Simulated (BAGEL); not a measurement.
**HF/cc-pVDZ (density fitting with qzvpp-jkfit) run of [CuF4]− (SMILES [F][Cu-]([F])([F])[F])**

Aim: the vertical ionisation energy of [CuF4]− at HF/cc-pVDZ (density fitting with qzvpp-jkfit), from 2 runs. 

The calculation is run with BAGEL 1.2.2.

6 further runs of the same task are left out: 6 that didn't finish.

**1. The system as given**

The species is [CuF4]− (5 atoms), meant as a singlet with charge -1. As SMILES, `[F][Cu-]([F])([F])[F]`. Geometry: a GFN2-xTB relaxation, a rough one for these elements and not checked as a minimum.

Bond lengths: Cu1–F2 1.710 Å, Cu1–F3 1.710 Å, Cu1–F4 1.710 Å, Cu1–F5 1.710 Å. Angles: F2–Cu1–F3 90.0°, F2–Cu1–F4 180.0°, F2–Cu1–F5 90.0°, F3–Cu1–F4 90.0°, F3–Cu1–F5 180.0°, F4–Cu1–F5 90.0°.

**2. The energy at HF/cc-pVDZ (density fitting with qzvpp-jkfit)**

The input, input.json:

```json
{ "bagel": [

{
  "title": "molecule",
  "basis": "cc-pvdz.json",
  "df_basis": "qzvpp-jkfit",
  "angstrom": "true",
  "geometry": [
    { "atom": "Cu", "xyz": [      -0.000070,       0.000020,       0.000110 ] },
    { "atom": "F", "xyz": [       1.709960,      -0.024440,       0.004380 ] },
    { "atom": "F", "xyz": [       0.024480,       1.709950,       0.007330 ] },
    { "atom": "F", "xyz": [      -1.709960,       0.024470,      -0.004370 ] },
    { "atom": "F", "xyz": [      -0.024400,      -1.710000,      -0.007450 ] }
  ]
},

{
  "title": "hf",
  "charge": -1
},

{
  "title": "print",
  "file": "orbitals.molden",
  "orbitals": "true"
}

]}
```

The basis set cc-pVDZ is read from a file made from the Basis Set Exchange's data (not shown).

The run is started by

```console
BAGEL_NUM_THREADS=1 BAGEL input.json > input.out
```

The log of the run:

```text
* using 1 threads per process

  ===============================================================
  ===============================================================

  *** Geometry ***

  { "atom" : "Cu", "xyz" : [     -0.000132,      0.000038,      0.000208 ] },
  { "atom" : "F", "xyz" : [      3.231356,     -0.046185,      0.008277 ] },
  { "atom" : "F", "xyz" : [      0.046260,      3.231337,      0.013852 ] },
  { "atom" : "F", "xyz" : [     -3.231356,      0.046242,     -0.008258 ] },
  { "atom" : "F", "xyz" : [     -0.046109,     -3.231432,     -0.014078 ] },

  Number of auxiliary basis functions:      572

  Since a DF basis is specified, we compute 2- and 3-index integrals:
    o Being stored without compression. Storage requirement is 0.045 GB

  Number of basis functions:       99
  Number of electrons      :       65

    * METHOD: MOLECULE                             0.43

  *** RHF ***

  === Nuclear Repulsion ===
   419.0035735180

      * DIIS with orbital gradients will be used.

  === RHF iteration (cc-pvdz.json) ===
      0      -2036.15256997          0.02936502           0.13
      1      -2035.95463285          0.04508053           0.13
      2      -2036.73591571          0.00449738           0.13
      3      -2036.76371012          0.00402921           0.13
      4      -2036.77961462          0.00073600           0.13
      5      -2036.78100268          0.00010241           0.13
      6      -2036.78101739          0.00004864           0.13
      7      -2036.78101995          0.00000936           0.13
      8      -2036.78102006          0.00000203           0.13
      9      -2036.78102007          0.00000102           0.13
     10      -2036.78102007          0.00000041           0.13
     11      -2036.78102007          0.00000008           0.13
     12      -2036.78102007          0.00000001           0.13
     13      -2036.78102007          0.00000000           0.13
    * SCF iteration converged.

    * Permanent dipole moment:
           (    0.000395,    -0.000176,    -0.000431) a.u.

    * METHOD: HF                                   2.10

    * METHOD: PRINT                                0.03

  ===============================================================
```

It took 2.7 s on 1 thread of Arm Neoverse V1, shared host; peak memory 0.17 GiB.

**3. Doublet neutral CuF4, same level**

The input, calc.json:

```json
{ "bagel" : [

{
  "title" : "molecule",
  "basis" : "cc-pvdz.json",
  "df_basis" : "qzvpp-jkfit",
  "angstrom" : true,
  "geometry" : [
    { "atom" : "Cu", "xyz" : [      -0.000070,       0.000020,       0.000110 ] },
    { "atom" : "F", "xyz" : [       1.709960,      -0.024440,       0.004380 ] },
    { "atom" : "F", "xyz" : [       0.024480,       1.709950,       0.007330 ] },
    { "atom" : "F", "xyz" : [      -1.709960,       0.024470,      -0.004370 ] },
    { "atom" : "F", "xyz" : [      -0.024400,      -1.710000,      -0.007450 ] }
  ]
},

{
  "title" : "rohf",
  "nopen" : 1
},

{
  "title" : "print",
  "file" : "orbitals.molden",
  "orbitals" : true
}

]}
```

The basis set cc-pVDZ is read from a file made from the Basis Set Exchange's data (not shown).

The run is started by

```console
BAGEL_NUM_THREADS=1 BAGEL calc.json > calc.out
```

The log of the run:

```text
* using 1 threads per process

  ===============================================================
  ===============================================================

  *** Geometry ***

  { "atom" : "Cu", "xyz" : [     -0.000132,      0.000038,      0.000208 ] },
  { "atom" : "F", "xyz" : [      3.231356,     -0.046185,      0.008277 ] },
  { "atom" : "F", "xyz" : [      0.046260,      3.231337,      0.013852 ] },
  { "atom" : "F", "xyz" : [     -3.231356,      0.046242,     -0.008258 ] },
  { "atom" : "F", "xyz" : [     -0.046109,     -3.231432,     -0.014078 ] },

  Number of auxiliary basis functions:      572

  Since a DF basis is specified, we compute 2- and 3-index integrals:
    o Being stored without compression. Storage requirement is 0.045 GB

  Number of basis functions:       99
  Number of electrons      :       65

    * METHOD: MOLECULE                             0.43

  *** Open-shell HF ***

  === Nuclear Repulsion ===
   419.0035735180

      * DIIS with orbital gradients will be used.

  === ROHF iteration (cc-pvdz.json) ===
      0      -2035.92255357          0.05675189           0.26
      1      -2035.65279867          0.08934188           0.25
      2      -2034.84352877          0.11025819           0.26
      3      -2036.41787183          0.01529022           0.25
      4      -2036.45219329          0.00361795           0.25
      5      -2036.45699802          0.00125983           0.26
      6      -2036.45796796          0.00012965           0.26
      7      -2036.45791863          0.00007871           0.26
      8      -2036.45792271          0.00006021           0.26
      9      -2036.45793000          0.00009113           0.26
     10      -2036.45791775          0.00007572           0.26
     11      -2036.45791082          0.00000891           0.26
     12      -2036.45791070          0.00000402           0.26
     13      -2036.45791071          0.00000181           0.26
     14      -2036.45791075          0.00000082           0.26
     15      -2036.45791076          0.00000045           0.26
     16      -2036.45791076          0.00000049           0.26
     17      -2036.45791077          0.00000045           0.26
     18      -2036.45791077          0.00000047           0.26
     19      -2036.45791077          0.00000051           0.26
     20      -2036.45791077          0.00000049           0.26
     21      -2036.45791077          0.00000051           0.26
     22      -2036.45791077          0.00000045           0.26
     23      -2036.45791077          0.00000043           0.26
     24      -2036.45791077          0.00000033           0.26
     25      -2036.45791077          0.00000034           0.26
     26      -2036.45791076          0.00000042           0.26
     27      -2036.45791077          0.00000038           0.26
     28      -2036.45791077          0.00000034           0.26
     29      -2036.45791077          0.00000027           0.26
     30      -2036.45791077          0.00000035           0.26
     31      -2036.45791077          0.00000036           0.26
     32      -2036.45791077          0.00000028           0.26
     33      -2036.45791077          0.00000027           0.26
     34      -2036.45791077          0.00000025           0.26
     35      -2036.45791077          0.00000024           0.26
     36      -2036.45791077          0.00000021           0.26
     37      -2036.45791077          0.00000020           0.26
     38      -2036.45791077          0.00000026           0.26
     39      -2036.45791077          0.00000026           0.26
     40      -2036.45791077          0.00000025           0.26
     41      -2036.45791077          0.00000018           0.26
     42      -2036.45791077          0.00000021           0.26
     43      -2036.45791077          0.00000021           0.26
     44      -2036.45791077          0.00000020           0.26
     45      -2036.45791077          0.00000019           0.26
     46      -2036.45791077          0.00000019           0.26
     47      -2036.45791077          0.00000019           0.26
     48      -2036.45791077          0.00000023           0.26
     49      -2036.45791077          0.00000018           0.26
     50      -2036.45791077          0.00000020           0.26
     51      -2036.45791077          0.00000020           0.26
     52      -2036.45791077          0.00000018           0.26
     53      -2036.45791077          0.00000016           0.26
     54      -2036.45791077          0.00000017           0.26
     55      -2036.45791077          0.00000018           0.26
     56      -2036.45791077          0.00000018           0.26
     57      -2036.45791077          0.00000017           0.26
     58      -2036.45791077          0.00000014           0.26
     59      -2036.45791077          0.00000015           0.25
     60      -2036.45791077          0.00000015           0.26
     61      -2036.45791077          0.00000015           0.26
     62      -2036.45791077          0.00000015           0.26
     63      -2036.45791077          0.00000016           0.26
     64      -2036.45791077          0.00000014           0.26
     65      -2036.45791077          0.00000016           0.26
     66      -2036.45791077          0.00000014           0.26
     67      -2036.45791077          0.00000014           0.26
     68      -2036.45791077          0.00000014           0.25
     69      -2036.45791077          0.00000012           0.26
     70      -2036.45791077          0.00000009           0.25
     71      -2036.45791077          0.00000010           0.25
     72      -2036.45791077          0.00000007           0.25
     73      -2036.45791077          0.00000010           0.25
     74      -2036.45791077          0.00000008           0.25
     75      -2036.45791077          0.00000008           0.25
     76      -2036.45791077          0.00000008           0.25
     77      -2036.45791077          0.00000006           0.25
     78      -2036.45791077          0.00000008           0.26
     79      -2036.45791077          0.00000008           0.25
     80      -2036.45791077          0.00000007           0.26
     81      -2036.45791077          0.00000005           0.26
     82      -2036.45791077          0.00000006           0.26
     83      -2036.45791077          0.00000006           0.26
     84      -2036.45791077          0.00000004           0.26
     85      -2036.45791077          0.00000003           0.26
     86      -2036.45791077          0.00000003           0.26
     87      -2036.45791077          0.00000003           0.25
     88      -2036.45791077          0.00000003           0.26
     89      -2036.45791077          0.00000003           0.25
     90      -2036.45791077          0.00000003           0.26
     91      -2036.45791077          0.00000001           0.25
     92      -2036.45791077          0.00000001           0.25
    * SCF iteration converged.

    * S^2 (ROHF) is 0.7500

    * Permanent dipole moment:
           (    0.000625,    -0.000223,    -0.000372) a.u.

    * METHOD: ROHF                                24.17

    * METHOD: PRINT                                0.03

  ===============================================================
```

It took 25 s on 1 thread of Arm Neoverse V1, shared host; peak memory 0.17 GiB.

**4. Results**

Level: HF/cc-pVDZ (density fitting with qzvpp-jkfit).

```
                                                              quantity           value
                                         singlet [CuF4]−: total energy  -2036.78102 Eh
                                          singlet [CuF4]−: HOMO energy        -9.58 eV
                                          singlet [CuF4]−: LUMO energy         6.77 eV
singlet [CuF4]−: HOMO–LUMO gap (to an unbound level, set by the basis)        16.35 eV
                                    doublet neutral CuF4: total energy  -2036.45791 Eh
                                   doublet neutral CuF4: dipole moment          0.00 D
                                            doublet neutral CuF4: ⟨S²⟩           0.750
                   vertical detachment energy (to the doublet neutral)        8.792 eV
```

In words: Removing an electron at fixed nuclei costs 8.79 eV (848 kJ/mol). −ε(HOMO) before ionisation, 9.58 eV, is 0.79 eV above this ionisation energy.
